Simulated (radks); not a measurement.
# B⁴⁺ in 1s1: an all-electron calculation

What are the levels of the boron ion B4+, how large are its shells, and how does its energy divide?

The numbers are computed with radks (a radial shooting solver on a logarithmic mesh, Libxc functionals) version 1 (Dirac Kohn-Sham, BLYP, spin-unpolarised, spherical densities, point nucleus), except any that are marked as measured or tabulated.

## (1) What is computed

* element: boron (Z = 5)
* charge: +4
* electrons: 1
* configuration: 1s1

Outer shells as boxes (Hund's rule):

B⁴⁺
```
1s [↑ ]
```

## (2) Self-consistent calculation

Input:

```text
Z 5
configuration 1s1 2s0 2p0
relativity Dirac
functional b88,lyp
spin unpolarised
j_filling average
nucleus point
c 137.035999084
```

On the command line:

```console
$ python run_ks.py task.json out
```

The same process makes all the runs of this session.

Q: Predict the outcome of this run.

As calculated:

```
                        quantity                    value
                    total energy        -12.24858 hartree
exchange-correlation share of it                  10.51 %
                            −T/E                   0.9994
          highest occupied level        1s1/2, -300.77 eV
    most extended occupied level  1s1/2, <r> = 0.305 bohr
 radius at density 0.001 e/bohr³                1.08 bohr
    maxima of the radial density                        1
         ionisation energy, NIST       340.23 (theory) eV
```

**Reading.** 1 principal shells are occupied and 1 maxima appear in the radial density. The top level binds by 300.77 eV, 88 % of the NIST ionisation energy of 340.23 eV; the potential of a semilocal functional falls off too fast, so its top eigenvalue is too shallow. Spin polarisation and multiplet splitting are left out.
